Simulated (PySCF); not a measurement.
# B2FH7N2: NMR shifts at several levels of theory, part 2 of 2

PySCF 2.14.0. Atoms count from 0. Earlier steps stand in the parts before.

## Step 9: Nuclear shieldings: PBE0/IGLO-III

The job: settings as JSON, then the geometry in Å.

```
{"job": {"kind": "nmr", "xc": "PBE0", "basis": "IGLO-III", "pop": true}, "charge": 0, "multiplicity": 1}
F      1.544948     0.114130    -1.143105
B      0.797117    -0.043521     0.004029
N     -0.440129    -1.014652    -0.253280
B     -1.387608     0.192819     0.193973
N     -0.156372     1.211636     0.240395
H      1.419915    -0.344556     1.009495
H     -0.524749    -1.282296    -1.232234
H     -0.469550    -1.855149     0.316215
H     -2.209061     0.485750    -0.655051
H     -1.839271     0.003647     1.307565
H     -0.013711     1.713303     1.112012
H     -0.123026     1.878937    -0.527949
```

With the program's defaults for keys left out, this is: GIAO PBE0/IGLO-III NMR shielding, non-relativistic, gas phase.

The log of the run:

```text
coarse grid: 9728 points
cycle   1  E = -263.1710688570  dE =  4.167e-01  |g| = 5.943e-01  |ddm| = 2.069e+00
cycle   2  E = -263.1345691036  dE =  3.650e-02  |g| = 8.282e-01  |ddm| = 8.143e-01
cycle   3  E = -263.2394678050  dE = -1.049e-01  |g| = 6.974e-02  |ddm| = 4.510e-01
cycle   4  E = -263.2401858232  dE = -7.180e-04  |g| = 3.641e-02  |ddm| = 5.429e-02
cycle   5  E = -263.2404545220  dE = -2.687e-04  |g| = 7.874e-03  |ddm| = 2.262e-02
cycle   6  E = -263.2404665698  dE = -1.205e-05  |g| = 2.555e-03  |ddm| = 4.929e-03
cycle   7  E = -263.2404679215  dE = -1.352e-06  |g| = 2.205e-04  |ddm| = 1.148e-03
final grid: 93608 points
cycle   8  E = -263.2336324462  dE = -1.069e-04  |g| = 8.402e-03  |ddm| = 7.093e-02
cycle   9  E = -263.2336241886  dE =  8.258e-06  |g| = 1.058e-02  |ddm| = 1.035e-02
cycle  10  E = -263.2336467854  dE = -2.260e-05  |g| = 6.165e-04  |ddm| = 5.215e-03
cycle  11  E = -263.2336468460  dE = -6.057e-08  |g| = 3.203e-04  |ddm| = 4.155e-04
cycle  12  E = -263.2336468641  dE = -1.810e-08  |g| = 7.842e-05  |ddm| = 1.819e-04
cycle  13  E = -263.2336468650  dE = -8.831e-10  |g| = 1.831e-05  |ddm| = 3.815e-05
converged SCF energy = -263.2336468650

GIAO shielding tensors (ppm)
atom      isotropic    diamagn.    paramagn.     s11        s22        s33       span
  0 F      344.299     467.895    -123.596    287.084    330.775    415.038    127.953
  1 B      101.033     184.199     -83.166     96.024     98.356    108.720     12.697
  2 N      223.502     315.509     -92.007    195.710    229.639    245.158     49.449
  3 B      115.345     186.938     -71.593    105.204    112.902    127.928     22.724
  4 N      223.659     315.220     -91.561    195.981    229.861    245.136     49.155
  5 H       27.480      29.184      -1.704     25.500     26.120     30.820      5.320
  6 H       29.951      30.729      -0.779     24.826     26.661     38.364     13.538
  7 H       29.554      30.604      -1.050     23.581     26.030     39.050     15.469
  8 H       28.264      28.479      -0.214     24.940     28.135     31.717      6.778
  9 H       28.243      28.854      -0.611     25.398     28.360     30.972      5.574
 10 H       29.544      30.433      -0.889     23.566     26.030     39.037     15.471
 11 H       29.961      30.546      -0.585     24.827     26.653     38.403     13.576
```

It took 18 s on 1 thread of Arm Neoverse V2, shared host; peak memory 0.86 GiB.

Key values: δ F0 -169.7, B1 -1.1, B3 -15.4, N2 37.0, H5 3.89, H9 3.13 ppm (means over like atoms).

## Step 10: Nuclear shieldings: PBE0/pcSseg-0

Same as in step 9 but for these lines:

```diff
@@ -1,2 +1,2 @@
-{"job": {"kind": "nmr", "xc": "PBE0", "basis": "IGLO-III", "pop": true}, "charge": 0, "multiplicity": 1}
+{"job": {"kind": "nmr", "xc": "PBE0", "basis": "pcSseg-0", "pop": true}, "charge": 0, "multiplicity": 1}
 F      1.544948     0.114130    -1.143105
```

With the program's defaults for keys left out, this is: GIAO PBE0/pcSseg-0 NMR shielding, non-relativistic, gas phase.

The log of the run:

```text
coarse grid: 9728 points
cycle   1  E = -262.5340439246  dE =  3.581e-01  |g| = 4.679e-01  |ddm| = 3.010e+00
cycle   2  E = -262.5253590229  dE =  8.685e-03  |g| = 6.009e-01  |ddm| = 1.262e+00
cycle   3  E = -262.5794180601  dE = -5.406e-02  |g| = 5.038e-02  |ddm| = 6.880e-01
cycle   4  E = -262.5799105743  dE = -4.925e-04  |g| = 2.101e-02  |ddm| = 7.543e-02
cycle   5  E = -262.5800131029  dE = -1.025e-04  |g| = 5.417e-03  |ddm| = 3.183e-02
cycle   6  E = -262.5800192022  dE = -6.099e-06  |g| = 1.171e-03  |ddm| = 5.810e-03
final grid: 93608 points
cycle   7  E = -262.5425316206  dE = -1.822e-05  |g| = 7.825e-03  |ddm| = 2.113e-02
cycle   8  E = -262.5425266871  dE =  4.933e-06  |g| = 9.624e-03  |ddm| = 1.781e-02
cycle   9  E = -262.5425419918  dE = -1.530e-05  |g| = 2.304e-04  |ddm| = 9.224e-03
cycle  10  E = -262.5425420049  dE = -1.312e-08  |g| = 1.186e-04  |ddm| = 4.677e-04
cycle  11  E = -262.5425420083  dE = -3.310e-09  |g| = 4.328e-05  |ddm| = 1.746e-04
cycle  12  E = -262.5425420086  dE = -3.500e-10  |g| = 4.185e-06  |ddm| = 4.321e-05
converged SCF energy = -262.5425420086

GIAO shielding tensors (ppm)
atom      isotropic    diamagn.    paramagn.     s11        s22        s33       span
  0 F      343.635     469.219    -125.584    288.453    313.129    429.323    140.870
  1 B      108.300     184.475     -76.174    102.676    106.117    116.109     13.433
  2 N      233.826     323.152     -89.326    204.584    241.092    255.803     51.218
  3 B      122.462     188.279     -65.817    112.300    119.673    135.413     23.113
  4 N      233.995     323.394     -89.400    204.894    241.299    255.790     50.896
  5 H       27.916      28.888      -0.972     25.525     25.740     32.482      6.957
  6 H       32.014      31.159       0.855     26.504     28.829     40.709     14.204
  7 H       31.417      31.044       0.372     25.240     27.794     41.216     15.976
  8 H       28.745      29.162      -0.417     24.842     28.743     32.649      7.807
  9 H       28.733      29.289      -0.556     24.974     29.071     32.154      7.180
 10 H       31.411      31.019       0.392     25.228     27.796     41.208     15.980
 11 H       32.020      31.117       0.904     26.503     28.819     40.739     14.235
```

Wall time 3.1 s (1 thread of Arm Neoverse V2, shared host); peak memory 0.4 GiB.

In short: δ F0 -165.3, B1 -3.4, B3 -17.6, N2 32.1, H5 4.92, H9 4.10 ppm (means over like atoms).

## Step 11: Run by run: NMR shifts

Shifts (ppm) of some atoms, chosen among heavy atoms and hydrogens apart, means over like atoms, with basis size and wall time:

| run | H5 | H9 | H8 | F0 | B1 | B3 | N2 | functions | time |
| --- | --- | --- | --- | --- | --- | --- | --- | --- | --- |
| PBE0/6-31G* | 4.01 | 3.34 | 3.31 | -157.8 | -1.6 | -14.9 | 24.6 | 84 | 4.6 s |
| PBE0/6-311+G(2d,p) | 3.94 | 3.19 | 3.16 | -172.0 | -2.6 | -16.9 | 35.9 | 177 | 12 s |
| PBE0/def2-SVP | 3.48 | 2.96 | 2.94 | -140.9 | -2.3 | -16.3 | 32.8 | 105 | 5.5 s |
| PBE0/def2-TZVP | 3.94 | 3.20 | 3.15 | -164.2 | -1.9 | -16.6 | 40.0 | 197 | 14 s |
| PBE0/cc-pVDZ | 3.68 | 3.13 | 3.07 | -153.7 | -1.3 | -13.8 | 36.2 | 105 | 5.8 s |
| PBE0/cc-pVTZ | 3.82 | 3.12 | 3.05 | -164.1 | -1.9 | -16.7 | 40.1 | 248 | 19 s |
| PBE0/aug-cc-pVDZ | 4.02 | 3.23 | 3.19 | -159.0 | -0.3 | -13.5 | 33.6 | 178 | 12 s |
| PBE0/IGLO-III | 3.89 | 3.13 | 3.11 | -169.7 | -1.1 | -15.4 | 37.0 | 245 | 18 s |
| PBE0/pcSseg-0 | 4.92 | 4.10 | 4.09 | -165.3 | -3.4 | -17.6 | 32.1 | 59 | 3.1 s |

## Step 12: Outcome

What follows sums up all 2 parts.

| quantity | value |
| --- | --- |
| 1H shifts against TMS (PBE0/6-31G*, means over atoms taken as alike) | 4.01, 3.34, 3.31, 1.52, 1.03 ppm |
| 19F shifts against CFCl3 (PBE0/6-31G*) | -157.8 ppm |
| 11B shifts against BF3·OEt2 (PBE0/6-31G*) | -1.6, -14.9 ppm |
| 15N shifts against NH3 (PBE0/6-31G*, means over atoms taken as alike) | 24.6 ppm |
| range of the shift of F0 | -172.0 to -140.9 ppm |

In words: Single values in the summary come from the first run of each kind that ended normally (PBE0/6-31G*), which need not be the best level. At PBE0/6-31G*: The largest span, 122 ppm, is at F0, where the paramagnetic term is -110 ppm. In ppm, F0 moves most: its shift spreads over 31.1 ppm, from -172.0 (PBE0/6-311+G(2d,p)) to -140.9 (PBE0/def2-SVP). Most of that comes from the computed reference, not from the atom's own shielding.
